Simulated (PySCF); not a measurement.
# C4H2F2O2: excited states, first hyperpolarisability

What do calculations give for the excited states, first hyperpolarisability of C4H2F2O2 (`O=C(O)C#CC(F)F`)?

Programs: PySCF 2.14.0, with routines of our own; each step states its level. All values are computed. Atoms count from 0.

## 1. The system as given

10 atoms, charge 0, multiplicity 1; geometry from: GFN2-xTB.

## 2. Excited states: TDA BHandHLYP/def2-SVP

The job: settings as JSON, then the geometry in Å.

```
{"job": {"kind": "states", "xc": "BHandHLYP", "basis": "def2-SVP", "tda": true, "soc": true, "nstates": 5, "ntriplets": 5, "nquad": 4}, "charge": 0, "multiplicity": 1}
O     -2.185718    -0.537554     1.679940
C     -1.823087    -0.265498     0.569882
O     -2.631159    -0.083995    -0.471808
C     -0.433294    -0.092599     0.198041
C      0.742835     0.014545    -0.023210
C      2.153822     0.191579    -0.339603
F      2.642664     1.313064     0.239190
F      2.343137     0.326887    -1.673664
H     -3.558698    -0.195966    -0.208200
H      2.758381    -0.665810     0.006905
```

Method: TDA BHandHLYP/def2-SVP excited states, vertical, gas phase, spin-orbit mean-field couplings.

Command:

```bash
$ OMP_NUM_THREADS=1 python excited_run.py task.json out
```

This one command runs all jobs of the session in turn.

Log:

```text
coarse grid: 9928 points
cycle   1  E = -502.7475673774  dE =  1.651e+00  |g| = 1.150e+00  |ddm| = 4.021e+00
cycle   2  E = -502.6140603456  dE =  1.335e-01  |g| = 1.470e+00  |ddm| = 2.530e+00
cycle   3  E = -502.9969819047  dE = -3.829e-01  |g| = 2.101e-01  |ddm| = 1.479e+00
cycle   4  E = -503.0048301890  dE = -7.848e-03  |g| = 7.484e-02  |ddm| = 2.426e-01
cycle   5  E = -503.0058597438  dE = -1.030e-03  |g| = 1.409e-02  |ddm| = 7.680e-02
cycle   6  E = -503.0059016177  dE = -4.187e-05  |g| = 6.392e-03  |ddm| = 1.841e-02
cycle   7  E = -503.0059105539  dE = -8.936e-06  |g| = 2.959e-03  |ddm| = 7.592e-03
final grid: 101200 points
cycle   8  E = -503.0649521507  dE = -1.070e-05  |g| = 5.352e-03  |ddm| = 1.695e-02
cycle   9  E = -503.0649434016  dE =  8.749e-06  |g| = 8.189e-03  |ddm| = 1.005e-02
cycle  10  E = -503.0649586471  dE = -1.525e-05  |g| = 5.770e-04  |ddm| = 6.346e-03
cycle  11  E = -503.0649587116  dE = -6.454e-08  |g| = 2.096e-04  |ddm| = 6.680e-04
cycle  12  E = -503.0649587237  dE = -1.210e-08  |g| = 1.079e-04  |ddm| = 2.869e-04
cycle  13  E = -503.0649587261  dE = -2.385e-09  |g| = 2.015e-05  |ddm| = 1.336e-04
cycle  14  E = -503.0649587263  dE = -2.448e-10  |g| = 1.117e-05  |ddm| = 5.347e-05
converged SCF energy = -503.0649587263

Singlet excitations
state   eV       nm        f     d(h-e)  d(exc)  Lambda  PR(NTO)  |dmu|/D   mu/D   main configurations
  1   5.1857   239.1   0.00015   0.380   2.378   0.519   1.091    0.927    2.089   H->L 0.93
  2   6.0278   205.7   0.00258   0.261   2.220   0.533   1.221    0.660    2.041   H-2->L 0.83
  3   6.2471   198.5   0.04394   0.172   2.287   0.723   1.860    0.526    1.431   H-1->L 0.55, H->L+1 0.28
  4   6.8402   181.3   0.00197   0.208   2.146   0.516   1.027    0.840    2.128   H-1->L+1 0.89
  5   8.1619   151.9   0.05428   1.400   2.813   0.661   1.802                     H-3->L 0.66, H-2->L+1 0.20

Triplet excitations (Tamm-Dancoff)
state   eV     d(h-e)  d(exc)  Lambda  PR(NTO)   main configurations
  1   4.5652   0.129   2.214   0.744   1.225   H-1->L 0.85
  2   4.6862   0.447   2.318   0.520   1.156   H->L 0.88
  3   5.4635   0.242   2.092   0.588   1.676   H-2->L 0.46, H->L+1 0.23, H-2->L+1 0.09
  4   5.5444   0.186   2.095   0.609   1.651   H-2->L 0.34, H->L+1 0.31, H-2->L+1 0.12
  5   5.8101   0.575   2.175   0.664   1.513   H-3->L 0.70, H->L+1 0.09
S1 - T1 = 0.6204 eV

Spin-orbit couplings |<S|Hso|T>| (cm-1)
             T1       T2       T3       T4       T5
S0        1.846   37.563   30.322   25.602    0.752
S1       20.115    0.696   13.391   14.517   22.424
S2       12.414    6.474    4.294    6.266   18.769
S3        1.668   21.079    7.467    5.313    2.861
S4        6.405    2.315    8.654   10.027    9.630
S5        0.560   30.929   14.836   11.533    0.901
T1 sublevels (cm-1): 0.000 0.002 0.441   radiative rates (1/s): 0.0236 0.165 1.01
```

Wall time 24 s (1 thread of Arm Neoverse N1, shared host); peak memory 0.53 GiB.

In short:

```csv
quantity,value
S1 less T1,0.62 eV
```

The fields below are evaluated on a grid from the run's orbitals.

Frontier orbitals at BHandHLYP/def2-SVP, with the share of their density that lies nearest to each atom:

```csv
orbital,energy (eV),lies on
HOMO,-10.12,"O0 34 %; C3, C4 about 28 % each"
LUMO,-0.72,"C1, C4 about 24 % each; C3 17 %; O0 17 %"
```

ELF in a plane through or near 8 of the atoms.

Ten even steps from ' ' (0.00) to '@' (0.97):
```
                                                        
                                                        
                                                        
              ......                                    
            ..--==--..              ::--..              
          ::++##%%##==    ..      --####==..            
          ==%%%%++%%==  ..==--    ==@@@@##++++::        
          ==##%%==##....++##**--  --%%--##@@@@##        
            ::++##++++****%%##**--::##==##@@@@##        
              --..**@@**..##::::@@++**##==**##--        
            ..++..==@@**%%++==--@@::====..  ..          
              ==**--####==@@==++@@----##==::            
              ..::..::++##%%##==::==%%**%%%%++          
                      --++**==    **%%**@@%%**          
                        ::--..  ..##@@@@@@##--          
                                ..**####**--..          
                                  --++==::..            
                                                        
                                                        
                                                        
```
The map spans 12.2 Å across and 8.0 Å up, centred on the molecule. Atoms in the plane (x, y in Å): O0 (2.4, -1.4), C1 (1.9, -0.3), O2 (2.5, 0.9), C3 (0.5, -0.1), C4 (-0.7, -0.1), C5 (-2.2, 0.0), F7 (-2.6, 1.3), H8 (3.5, 0.7).

On the surface of density 0.002 e/bohr³ the electrostatic potential runs, from the 1st to the 99th percentile, from -1.38 V near O0 to 2.91 V near H8.

## 3. First hyperpolarisability: quadratic response B3LYP/def2-SVPD

The job, as its differences from that of step 2:

```diff
@@ -1,2 +1,2 @@
-{"job": {"kind": "states", "xc": "BHandHLYP", "basis": "def2-SVP", "tda": true, "soc": true, "nstates": 5, "ntriplets": 5, "nquad": 4}, "charge": 0, "multiplicity": 1}
+{"job": {"kind": "beta", "xc": "B3LYP", "basis": "def2-SVPD", "wavelengths": [1550, 1064, 694.3]}, "charge": 0, "multiplicity": 1}
 O     -2.185718    -0.537554     1.679940
```

Method: quadratic response B3LYP/def2-SVPD first hyperpolarisability, Taylor convention, gas phase.

Log:

```text
coarse grid: 9928 points
cycle   1  E = -503.0190666455  dE =  1.503e+00  |g| = 1.133e+00  |ddm| = 8.437e+00
cycle   2  E = -502.3733740928  dE =  6.457e-01  |g| = 2.148e+00  |ddm| = 3.613e+00
cycle   3  E = -503.2173571839  dE = -8.440e-01  |g| = 4.494e-01  |ddm| = 2.516e+00
cycle   4  E = -503.2570951134  dE = -3.974e-02  |g| = 1.061e-01  |ddm| = 6.152e-01
cycle   5  E = -503.2588236033  dE = -1.728e-03  |g| = 3.799e-02  |ddm| = 1.763e-01
cycle   6  E = -503.2591533868  dE = -3.298e-04  |g| = 9.793e-03  |ddm| = 9.602e-02
cycle   7  E = -503.2591663734  dE = -1.299e-05  |g| = 6.603e-03  |ddm| = 1.819e-02
cycle   8  E = -503.2591762670  dE = -9.894e-06  |g| = 1.211e-03  |ddm| = 9.348e-03
final grid: 101200 points
cycle   9  E = -503.3488350906  dE = -2.919e-05  |g| = 5.715e-03  |ddm| = 1.120e-01
cycle  10  E = -503.3488165862  dE =  1.850e-05  |g| = 1.108e-02  |ddm| = 1.580e-02
cycle  11  E = -503.3488405769  dE = -2.399e-05  |g| = 1.712e-03  |ddm| = 1.113e-02
cycle  12  E = -503.3488412141  dE = -6.372e-07  |g| = 2.816e-04  |ddm| = 2.268e-03
cycle  13  E = -503.3488412265  dE = -1.247e-08  |g| = 1.471e-04  |ddm| = 5.113e-04
cycle  14  E = -503.3488412305  dE = -3.967e-09  |g| = 5.205e-05  |ddm| = 2.109e-04
cycle  15  E = -503.3488412311  dE = -5.416e-10  |g| = 1.374e-05  |ddm| = 8.642e-05
converged SCF energy = -503.3488412311

Lowest singlets (eV, f): 4.7128 0.0001  5.6422 0.0015  5.8702 0.0603

First hyperpolarisability (au)
process     nm      |vector|   parallel      HRS      DR
static         -      110.04     -52.22      50.59   3.745
shg       1550.0      119.21     -56.02      54.78   3.743
eope      1550.0      112.94     -53.43          -       -
shg       1064.0      131.44      -61.0      60.33   3.745
eope      1064.0      116.38     -54.85          -       -
shg        694.3      177.35     -78.85      80.85    3.78
eope       694.3      126.12     -58.85          -       -
```

Wall time 43 s (1 thread of Arm Neoverse N1, shared host); peak memory 0.7 GiB.

## 4. Summary of results

| quantity | value |
| --- | --- |
| S1 less T1 (step 2, TDA BHandHLYP/def2-SVP) | 0.62 eV |
| surface potential, 1st and 99th percentile | -1.38 V and 2.91 V |
| β vector (step 3, quadratic response B3LYP/def2-SVPD) | static 110, SHG 1550.0 nm 119, SHG 1064.0 nm 131, SHG 694.3 nm 177 au |

What this shows: In step 2, the number of triplets below S1 is 2, and the largest singlet-triplet spin-orbit coupling is S0–T2, 37.56 cm⁻¹. At BHandHLYP/def2-SVP, counted by nearest atom on the grid, the HOMO lies on O0 34 %; C3, C4 about 28 % each, the LUMO on C1, C4 about 24 % each; C3 17 %. β grows from 110 au (static) to 177 au for doubling at 694.3 nm: normal dispersion, which grows as twice the photon energy moves toward the bright states.
